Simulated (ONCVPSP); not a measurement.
# As: the cost of one run

Program: ONCVPSP 4.0.1. Reference atom: PBE, scalar-relativistic, spherical and spin-unpolarised. All values are calculated.

## Step 1: Starting point

Typed settings, in words:

| Property | Result |
| --- | --- |
| element | arsenic (As, Z = 33) |
| type | optimised norm-conserving Vanderbilt (ONCV) |
| frozen core | [Ne] |
| valence charge | 23 |
| reference configuration | 3s2 3p6 3d10 4s2 4p2.5 (charge +0.5) |
| partial waves | 3s+4s: rc 0.90 bohr, ncon 3, nbas 7, qcut 15.6 1/bohr, 2 projectors; 3p+4p: rc 1.05 bohr, ncon 4, nbas 8, qcut 12.6 1/bohr, 3 projectors, debl 1.3 Ha; 3d: rc 0.85 bohr, ncon 5, nbas 10, qcut 22.5 1/bohr, 2 projectors, debl 0.9 Ha; f scattering state at 0.32 Ha: rc 1.15 bohr, ncon 3, nbas 6, qcut 10.3 1/bohr, 2 projectors, debl 0.7 Ha |
| local potential | polynomial inside 0.70 bohr (lpopt 5, dvloc0 0 Ha) |
| core correction | Teter function, fcfact 6, rcfact 1.2 |

An earlier all-electron run gives the scale for the radii.

All-electron outer shells of the reference configuration (PBE, scalar-relativistic, ld1.x):

```json
{"shell": "2s", "level (eV)": "-1491.40", "outermost node (bohr)": "0.06", "outermost maximum (bohr)": "0.17"}
{"shell": "2p", "level (eV)": "-1308.30", "outermost node (bohr)": "–", "outermost maximum (bohr)": "0.14"}
{"shell": "3s", "level (eV)": "-194.93", "outermost node (bohr)": "0.25", "outermost maximum (bohr)": "0.52"}
{"shell": "3p", "level (eV)": "-138.31", "outermost node (bohr)": "0.22", "outermost maximum (bohr)": "0.52"}
{"shell": "3d", "level (eV)": "-45.27", "outermost node (bohr)": "–", "outermost maximum (bohr)": "0.47"}
{"shell": "4s", "level (eV)": "-18.74", "outermost node (bohr)": "0.73", "outermost maximum (bohr)": "1.61"}
{"shell": "4p", "level (eV)": "-9.09", "outermost node (bohr)": "0.78", "outermost maximum (bohr)": "1.95"}
```

## Step 2: Generation

File As.dat:

```
# ATOM AND REFERENCE CONFIGURATION
# atsym  z   nc   nv     iexc    psfile
  As 33.00    3    5        4      upf
#
#   n    l    f
    1    0    2.00
    2    0    2.00
    2    1    6.00
    3    0    2.00
    3    1    6.00
    3    2   10.00
    4    0    2.00
    4    1    2.50
#
# PSEUDOPOTENTIAL AND OPTIMIZATION
# lmax
    3
#
#   l,   rc,      ep,       ncon, nbas, qcut
    0    0.90    0.00    3    7   15.60
    1    1.05    0.00    4    8   12.60
    2    0.85    0.00    5   10   22.50
    3    1.15    0.32    3    6   10.30
#
# LOCAL POTENTIAL
# lloc, lpopt,  rc(5),   dvloc0
    4    5    0.70    0.00
#
# VANDERBILT-KLEINMAN-BYLANDER PROJECTORs
# l, nproj, debl
    0    2    2.70
    1    3    1.30
    2    2    0.90
    3    2    0.70
#
# MODEL CORE CHARGE
# icmod, fcfact, rcfact
    3    6.00    1.20
#
# LOG DERIVATIVE ANALYSIS
# epsh1, epsh2, depsh
   -9.00    5.00    0.04
#
# OUTPUT GRID
# rlmax, drl
    6.00    0.01
#
# TEST CONFIGURATIONS
# ncnf
    4
# nvcnf
#   n    l    f
    5
    3    0    2.00
    3    1    6.00
    3    2   10.00
    4    0    2.00
    4    1    3.00
#
    5
    3    0    2.00
    3    1    6.00
    3    2   10.00
    4    0    2.00
    4    1    2.00
#
    5
    3    0    2.00
    3    1    6.00
    3    2   10.00
    4    0    2.00
    4    1    1.00
#
    5
    3    0    2.00
    3    1    6.00
    3    2   10.00
    4    0    0.00
    4    1    5.00
#
```

Started as:

```
$ oncvpsp.x < As.dat > As.out
```

**Question.** How long does this run take on 1 thread of Intel Xeon Platinum 8259CL at 2.50GHz, shared host?

About 8.5 s.
